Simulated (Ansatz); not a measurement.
# C6H4F2 (1,4-difluorobenzene) at 6 levels

Aim: a comparison of 6 runs (HF/STO-3G, HF/3-21G, HF/6-31G*, BHLYP/6-31G*, revPBE/6-31G*, CCSD/6-31G*) of C6H4F2 (1,4-difluorobenzene). 

The calculation is run with Ansatz 0.2.0.

37 further runs of the same task are left out: 37 set aside as unsound or not needed. Runs told in other sessions of the task aren't counted.

## Step 1: The system as given

C6H4F2: 12 atoms, total charge 0, spin state singlet. SMILES: `Fc1ccc(F)cc1`. One bond was lengthened or shortened from a relaxed shape.

Bond lengths: F1–C2 1.540 Å, C2–C3 1.381 Å, C3–C4 1.386 Å, C4–C5 1.381 Å, C5–F6 1.339 Å, C5–C7 1.381 Å, C2–C8 1.381 Å, C7–C8 1.386 Å, C3–H9 1.083 Å, C4–H10 1.083 Å, C7–H11 1.083 Å, C8–H12 1.083 Å. Some angles: F1–C2–C3 119.0°, F1–C2–C8 119.0°, C3–C2–C8 122.1°, C2–C3–C4 119.0°, C3–C4–C5 119.0°, C4–C5–F6 119.0°, C4–C5–C7 122.1°, F6–C5–C7 119.0°, C5–C7–C8 119.0°, C2–C8–C7 119.0°.

## Step 2: The energy at HF/STO-3G (run 1)

File run.yaml:

```yaml
basis:
  gaussian:
    orbitals: STO-3G
crystal:
  periodic: [false, false, false]
  atoms:
    - {symbol: F, position_ang: [0.879000, -1.619076, 2.242822]}
    - {symbol: C, position_ang: [0.412470, -0.759890, 1.052710]}
    - {symbol: C, position_ang: [0.723110, 0.585830, 1.036590]}
    - {symbol: C, position_ang: [0.303270, 1.359200, -0.034740]}
    - {symbol: C, position_ang: [-0.412610, 0.759910, -1.052630]}
    - {symbol: F, position_ang: [-0.818110, 1.507050, -2.087630]}
    - {symbol: C, position_ang: [-0.723140, -0.585820, -1.036580]}
    - {symbol: C, position_ang: [-0.303280, -1.359200, 0.034760]}
    - {symbol: H, position_ang: [1.286400, 1.016540, 1.854700]}
    - {symbol: H, position_ang: [0.525830, 2.417480, -0.085970]}
    - {symbol: H, position_ang: [-1.286320, -1.016580, -1.854740]}
    - {symbol: H, position_ang: [-0.525770, -2.417490, 0.085910]}
hamiltonian:
  xc: hf
accuracy: high
output: {orbitals: {seedname: orbitals}}
```

Started as:

```sh
$ ansatz run run.yaml --threads 1 --pin off --max-ram 3480MiB --events-out events.jsonl --progress --plain --runs-dir runs
```

The log of the run:

```text
Warning: RAYON_NUM_THREADS=1 ignored (pool sized by the plan → 1); use --threads N
Functional definition: HF
  name "HF"
  exchange = exact_x
  correlation = 0
983 factors; integrals over basis functions are off by at most 3.3e-8 eV
mean field evaluation 1: about -11499.7692 eV, gradient 3.2e1 eV
mean field evaluation 2: about -11500.0990 eV, gradient 3.2e1 eV
mean field evaluation 4: about -11504.4413 eV, gradient 2.7e0 eV
mean field evaluation 8: about -11504.4780 eV, gradient 4.5e-4 eV
mean field -11504.47801039 eV, -422.7817688665 hartree, gradient 2.6e-8 eV, S^2 0.000000; 0 other end points of the search recorded, 0 dependent functions left out
reference -11504.47801039 eV, -422.7817688665 hartree; 29, 29 occupied and 15, 15 virtual orbitals, 983 factors
Total energy: -11504.47801039 eV, -422.7817688665 hartree
```

Run time: 0.76 s. Hardware: 1 thread of Arm Neoverse V2, shared host; peak memory 0.1 GiB.

## Step 3: A single-point energy at HF/3-21G (run 2)

File molecule.yaml:

```yaml
crystal:
  periodic: [false, false, false]
  atoms:
    - {symbol: F, position_ang: [0.879000, -1.619076, 2.242822]}
    - {symbol: C, position_ang: [0.412470, -0.759890, 1.052710]}
    - {symbol: C, position_ang: [0.723110, 0.585830, 1.036590]}
    - {symbol: C, position_ang: [0.303270, 1.359200, -0.034740]}
    - {symbol: C, position_ang: [-0.412610, 0.759910, -1.052630]}
    - {symbol: F, position_ang: [-0.818110, 1.507050, -2.087630]}
    - {symbol: C, position_ang: [-0.723140, -0.585820, -1.036580]}
    - {symbol: C, position_ang: [-0.303280, -1.359200, 0.034760]}
    - {symbol: H, position_ang: [1.286400, 1.016540, 1.854700]}
    - {symbol: H, position_ang: [0.525830, 2.417480, -0.085970]}
    - {symbol: H, position_ang: [-1.286320, -1.016580, -1.854740]}
    - {symbol: H, position_ang: [-0.525770, -2.417490, 0.085910]}
basis:
  gaussian:
    orbitals: 3-21G.json
hamiltonian:
  xc: hf
accuracy: high
output: {orbitals: {seedname: orbitals}}
```

The basis set 3-21G is read from a file made from the Basis Set Exchange's data (not shown).

Started as:

```sh
$ ansatz run molecule.yaml --threads 1 --pin off --max-ram 3480MiB --events-out events.jsonl --progress --plain --runs-dir runs
```

The log of the run:

```text
Warning: RAYON_NUM_THREADS=1 ignored (pool sized by the plan → 1); use --threads N
[... 4 set-up lines as earlier in the session ...]
1907 factors; integrals over basis functions are off by at most 9.7e-9 eV
mean field evaluation 1: about -11589.3940 eV, gradient 3.4e1 eV
mean field evaluation 2: about -11590.0439 eV, gradient 3.4e1 eV
mean field evaluation 4: about -11593.1916 eV, gradient 4.0e0 eV
mean field evaluation 8: about -11593.2528 eV, gradient 3.4e-1 eV
mean field evaluation 16: about -11593.2534 eV, gradient 2.4e-8 eV
mean field -11593.25338485 eV, -426.0442037038 hartree, gradient 6.6e-8 eV, S^2 0.000000; 0 other end points of the search recorded, 0 dependent functions left out
reference -11593.25338485 eV, -426.0442037038 hartree; 29, 29 occupied and 51, 51 virtual orbitals, 1907 factors
Total energy: -11593.25338485 eV, -426.0442037038 hartree
```

It took 1.8 s on 1 thread of Arm Neoverse V2, shared host; peak memory 0.23 GiB.

Run 3 isn't shown in full; the table further down has it.

## Step 4: The energy at BHLYP/6-31G(d) (spherical functions) (run 4)

File job.yaml:

```yaml
basis:
  gaussian:
    orbitals: 6-31G_st_-spherical.json
crystal:
  periodic: [false, false, false]
  atoms:
    - symbol: F
      position_ang: [0.879000, -1.619076, 2.242822]
    - symbol: C
      position_ang: [0.412470, -0.759890, 1.052710]
    - symbol: C
      position_ang: [0.723110, 0.585830, 1.036590]
    - symbol: C
      position_ang: [0.303270, 1.359200, -0.034740]
    - symbol: C
      position_ang: [-0.412610, 0.759910, -1.052630]
    - symbol: F
      position_ang: [-0.818110, 1.507050, -2.087630]
    - symbol: C
      position_ang: [-0.723140, -0.585820, -1.036580]
    - symbol: C
      position_ang: [-0.303280, -1.359200, 0.034760]
    - symbol: H
      position_ang: [1.286400, 1.016540, 1.854700]
    - symbol: H
      position_ang: [0.525830, 2.417480, -0.085970]
    - symbol: H
      position_ang: [-1.286320, -1.016580, -1.854740]
    - symbol: H
      position_ang: [-0.525770, -2.417490, 0.085910]
magnetization:
  spin_polarized: false
  initial_magnetization: 0
output: {orbitals: {seedname: orbitals}}
hamiltonian:
  xc: {name: BHLYP}
accuracy: high
```

The basis set 6-31G* is read from a file made from the Basis Set Exchange's data (not shown).

Started as:

```sh
$ ansatz run job.yaml --threads 1 --pin off --max-ram 3480MiB --events-out events.jsonl --progress --plain --runs-dir runs
```

The log of the run:

```text
Warning: RAYON_NUM_THREADS=1 ignored (pool sized by the plan → 1); use --threads N
Functional definition: BHLYP
  name "BHLYP"
  parameter a = 0.5
  exchange = (1 - a)*b88_x + a*exact_x
  correlation = lyp_c
2907 factors; integrals over basis functions are off by at most 7.3e-9 eV
mean field evaluation 1: about -11709.8959 eV, gradient 3.9e1 eV
mean field evaluation 2: about -11711.3399 eV, gradient 3.1e1 eV
mean field evaluation 4: about -11713.0614 eV, gradient 2.3e0 eV
mean field evaluation 8: about -11713.8023 eV, gradient 5.0e-1 eV
mean field evaluation 16: about -11713.8029 eV, gradient 3.3e-4 eV
mean field -11713.80291523 eV, -430.4743172339 hartree, gradient 8.0e-8 eV, S^2 0.000000; 0 other end points of the search recorded, 0 dependent functions left out
reference -11713.80293823 eV, -430.4743180791 hartree; 29, 29 occupied and 91, 91 virtual orbitals, 2907 factors
Total energy: -11713.80293823 eV, -430.4743180791 hartree
```

Wall time 17 s (1 thread of Arm Neoverse V2, shared host); peak memory 0.53 GiB.

Run 5 isn't shown in full; the table further down has it.

## Step 5: The energy at CCSD/6-31G(d) (spherical functions) (run 6)

molecule.yaml: that of step 3 with these lines changed.

```diff
@@ -16,7 +16,5 @@
 basis:
-  gaussian:
-    orbitals: 3-21G.json
-hamiltonian:
-  xc: hf
+  gaussian: {orbitals: 6-31G_st_-spherical.json}
 accuracy: high
-output: {orbitals: {seedname: orbitals}}
+correlation: {method: ccsd, frozen_orbitals: {C: 1, F: 1, H: 0}}
+scf: {omitted_lower_state_checks: [cluster_reference, increment]}
```

The basis set 6-31G* is read from a file made from the Basis Set Exchange's data (not shown).

Started as:

```sh
$ ansatz run molecule.yaml --threads 1 --pin off --max-ram 3480MiB --events-out events.jsonl --progress --plain --runs-dir runs
```

The log of the run, shortened:

```text
Warning: RAYON_NUM_THREADS=1 ignored (pool sized by the plan → 1); use --threads N
[... 2 set-up lines as earlier in the session ...]
[...]
2907 factors; integrals over basis functions are off by at most 7.3e-9 eV
[...]
mean field -11656.67030499 eV, -428.3747325336 hartree, gradient 9.6e-8 eV, S^2 0.000000; 0 other end points of the search recorded, 0 dependent functions left out; unrestricted orbitals would lower it
8 core orbitals not correlated: weight in the atoms' cores, before any rotation towards them, 1.000 or more for the frozen orbitals, at most 0.000 for the correlated occupied ones
reference -11656.67030499 eV, -428.3747325336 hartree; 21, 21 occupied and 91, 91 virtual orbitals, 2907 factors
second order -29.59472285 eV of doubles, -0.00000000 eV of singles
cycle   1  -29.41089953 eV  change    1.8e-1 eV  update   1.4e-1
[...]
cycle  21  -30.44247660 eV  change  -1.4e-10 eV  update   2.7e-9
Total energy: -11687.11278159 eV, -429.4934729139 hartree
Checks for a lower state left out: cluster_reference, increment
```

Wall time 76 s (1 thread of Arm Neoverse V2, shared host); peak memory 1.4 GiB.

## Step 6: All runs side by side

```
run                                level  frozen core orbitals  energy (Eh)  HOMO energy (eV)  LUMO energy (eV)  HOMO–LUMO gap (eV)  wall time
  1                            HF/STO-3G                     –  -422.781769             -7.47              6.61               14.08     0.76 s
  2                             HF/3-21G                     –  -426.044204             -9.84              2.96               12.80      1.8 s
  3      HF/6-31G* (spherical functions)                     –  -428.374733             -9.65              3.00               12.65      6.6 s
  4   BHLYP/6-31G* (spherical functions)                     –  -430.474318             -8.21              0.48                8.68       17 s
  5  revPBE/6-31G* (spherical functions)                     –  -430.564452             -5.88             -1.32                4.56       12 s
  6    CCSD/6-31G* (spherical functions)                     8  -429.493473                 –                 –                   –       76 s
```

## Step 7: Summary of results

```
                                          quantity          value
                               run 6: total energy  -429.49347 Eh
run 6: correlation energy (8 core orbitals frozen)    -1118.7 mEh
                              run 6: T1 diagnostic          0.013
```

In words: Over runs 1, 2, 3, 4, 5 the HOMO–LUMO gap runs from 4.56 eV (revPBE/6-31G*) to 14.08 eV (HF/STO-3G). The two ends differ in method and basis. Totals of different functionals can't be ranked against each other. In run 6 the log says that unrestricted orbitals would lower the reference, so the values rest on an unstable closed-shell determinant (other closed-shell runs at this shape may share the fault). In run 1 the basis is minimal, so the values are rough. All runs together took 1.9 min, the longest 76 s.
